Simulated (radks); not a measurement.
**Valence configurations of Kr²⁺**

The task here is to estimate one member of a computed series from the others.

Method: Dirac Kohn-Sham, BLYP, spin-unpolarised, spherical densities, point nucleus; open shells fill j = l - 1/2 first. Code: radks (a radial shooting solver on a logarithmic mesh, Libxc functionals) version 1.

## The atom as given

| Property | Result |
| --- | --- |
| element | krypton (Z = 36) |
| charge | +2 |
| electrons | 34 |
| configuration | [Ar] 3d10 4s2 4p4 |
| others tried | 3d8 4s2 4p6; 3d10 4s1 4p5; 3d10 4s1.5 4p4.5; 3d9.5 4s1 4p5.5; 3d9.5 4s2 4p4.5; 3d8.5 4s2 4p5.5; 3d9 4s2 4p5; 3d8.5 4s1.5 4p6; 3d10 4p6 |

The first run:

The run's settings:

```text
Z 36
configuration [Ar] 3d10 4s2 4p4
relativity Dirac
functional b88,lyp
spin unpolarised
j_filling energy
nucleus point
c 137.035999084
```

Started as:

```bash
$ python run_ks.py task.json out
```

All runs below come from this command, one after another.

Among the steps run: [Ar] 3d10 4s2 4p4.

One table of the session follows, with a row left open; its other results are not shown here.

It belongs to the step «[Ar] 3d10 4s2 4p4». Sizes of the orbitals, from the radial functions (bohr):

```
level     <r>  outermost maximum (interpolated)  90 % within  nodes
3s1/2  0.5302                             0.467        0.789      2
3p1/2  0.5333                             0.457        0.814      1
3p3/2       ?                                 ?            ?      ?
3d3/2  0.5526                             0.409        0.905      0
3d5/2  0.5565                             0.412        0.911      0
4s1/2   1.500                              1.31         2.20      3
4p1/2   1.721                              1.46         2.58      2
4p3/2   1.753                              1.49         2.62      2
```

**Question.** Estimate the row for 3p3/2.

The run gave: <r>: 0.5438; outermost maximum (interpolated): 0.466; 90 % within: 0.829; nodes: 1. In the column «<r>» it lies between 3p1/2 (0.5333) and 3d3/2 (0.5526).
